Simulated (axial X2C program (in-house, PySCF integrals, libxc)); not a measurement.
# SnH: EOM-EA-CCSD levels

Aim: EOM-EA-CCSD levels of SnH, with spin–orbit coupling in the Hamiltonian from the start.

Program: an in-house X2C program for linear molecules on PySCF integrals. Level of theory: two-component X2C with atomic mean-field terms, Sn dyall-acv3z, H dyall-av3z. These are calculated values, not measurements.

### Step 1. Set-up

task.json reads:

```json
{"zs": [50, 1], "q": 0, "bas": ["dyall-acv3z", "dyall-av3z"], "r0": 1.72, "eom": "ea", "thr": -2.0, "nmax": 92, "grid": [1, 0.96, 1.045, 0.92, 1.09, 1.15]}
```

Keys: zs atomic numbers; q charge; bas basis sets; r0 starting distance in Å; eom kind of EOM run; thr threshold in hartree for freezing inner shells (an s shell follows its p shell); nmax most natural virtual spinors; grid distances as factors.

Started as:

```bash
python soeom.py task.json out
```

Further steps of the session: EOM-EA-CCSD at 1.780 Å.

Before running it: what results should come out? Wanted: next root; T1 of the reference; lowest state, Re and ωe.

The runs gave:

| quantity | value |
| --- | --- |
| lowest root at 1.780 Å | Ω = 1/2, 7.205 eV |
| next root | Ω = 3/2, about 2050 cm⁻¹ higher |
| T1 of the reference | 0.012 |
| lowest state, Re and ωe | 1.777 Å, 1721 cm⁻¹ |

What this shows: The added electron is bound by 7.20 eV in a spinor of 85% Sn pπ, 10% H pπ. Errors of 0.1 to 0.3 eV are usual at this size, and roots led by higher excitations are left out, so the list is incomplete, and low states of that kind can be missing. The bond is 0.021 Å longer than in the closed-shell reference at CCSD (1.756 Å).
